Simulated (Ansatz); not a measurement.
Run this with Ansatz's Python interface and show what comes out.

The script, `batio3.py`:
```python
'''Start a denser mesh for BaTiO3 from a saved density.'''

from dataclasses import dataclass

import ansatz as az


@dataclass(frozen=True)
class Settings:
    smearing: str = 'Gaussian'
    smearing_width: float = 0.01


cfg = Settings()

batio3 = (
    az.Lattice.of((4.006, 0.0, 0.0), (0.0, 4.006, 0.0), (0.0, 0.0, 4.006))
    .atom('Ba', (0.5, 0.5, 0.5))
    .atom('Ti', (0.0, 0.0, 0.0))
    .atom('O', (0.5, 0.0, 0.0))
    .atom('O', (0.0, 0.5, 0.0))
    .atom('O', (0.0, 0.0, 0.5))
)

setup = batio3.calculation()
setup = setup.functional(az.Functional.LDA).occupations(cfg.smearing, width=cfg.smearing_width)
coarse = setup.kpoints(*(3, 3, 3)).checkpoint(write='batio3.run').run(threads=1).report
warm = setup.kpoints(*(6, 6, 6)).checkpoint(read='batio3.run').run(threads=1).report
cold = setup.kpoints(*(6, 6, 6)).run(threads=1).report
for label, r in (('coarse', coarse), ('fine, from the saved density', warm), ('fine, fresh start', cold)):
    print(f'{label:30s} F = {r["free_energy_ev"]:.5f} eV  iterations {r["n_iterations"]}')
```

Running `python batio3.py` prints:
```text
DeckWarning: basis.ecutwfc = 420 eV, auto-derived from the records' recommended cutoffs: set by Ba (normal level)
coarse                         F = -9904.29064 eV  iterations 6
fine, from the saved density   F = -9904.39160 eV  iterations 6
fine, fresh start              F = -9904.39160 eV  iterations 6
```
(Warnings from the package without file and line, repeats left out.)

Notes:
- Total energies depend on the potentials; only differences at equal settings carry meaning. A total without «per atom» is that of the cell as typed.
- The run is spin-unpolarised.
- This is a high-temperature or high-pressure form, not the ambient phase.
- The structure is a deposited one; some such entries were measured under pressure or heat, so a shift against it needn't be the functional's error alone.
- Timing: 2.5 s on 1 thread of Intel(R) Xeon(R) 6975P-C (Granite Rapids) (shared host), peak memory 0.43 GiB.

(Lines on the test bed's own set-up are left out of the output.)
